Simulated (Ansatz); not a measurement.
**RuH2 (quintet): from Hartree-Fock to the top rungs, def2-TZVPP**

The task here is to estimate one member of a computed series from the others.

The runs use Ansatz 0.2.0, Gaussian basis; def2-TZVPP, core rule «outside noble gas», up to 4 orbitals frozen.

To be run: UHF; ROHF; CCSD(T) on UHF.

2 further runs of the same task are left out: 2 set aside as unsound or not needed.

## The geometry

The geometry is a PBE0/def2-TZVP stationary point (not a proven minimum) of the parent state, kept for this charge and spin. No spin-orbit coupling is included. Elements past krypton take def2 core potentials.

3 atoms, charge 0, spin multiplicity 5.

Atoms are counted from 1 here; the program's logs count them from 0.

Bond lengths: Ru1–H2 1.559 Å, Ru1–H3 1.559 Å. Angles: H2–Ru1–H3 75.0°.

Set-up of the first run:

The input, in.yaml:

```yaml
crystal:
  periodic: [false, false, false]
  atoms:
    - {symbol: Ru, position_ang: [0.000000, 0.000000, -0.024187]}
    - {symbol: H, position_ang: [0.000000, 0.949682, 1.212659]}
    - {symbol: H, position_ang: [0.000000, -0.949682, 1.212659]}
basis:
  gaussian: {orbitals: def2-TZVPP}
magnetization: {spin_polarized: true, initial_magnetization: 4}
hamiltonian: {xc: hf}
output: {orbitals: {seedname: orbitals}}
```

Run with:

```sh
ansatz run in.yaml --threads 1 --pin off --events-out ev --progress --plain --max-ram 4096MiB --backend cpu
```

Steps of the session up to this table: UHF; ROHF; CCSD(T) on UHF.

One of the session's tables, all rows but one given; the rest of the session is left out.

```
  method  from UCCSD(T) (kJ/mol)
    ROHF                       ?
     UHF                  +690.3
    UMP2                   +59.2
   UCCSD                   +26.8
UCCSD(T)                       0
```

**Question.** Estimate the row for ROHF.

The run gave: from UCCSD(T) (kJ/mol): +720.2. In the column «from UCCSD(T) (kJ/mol)» it is the highest.
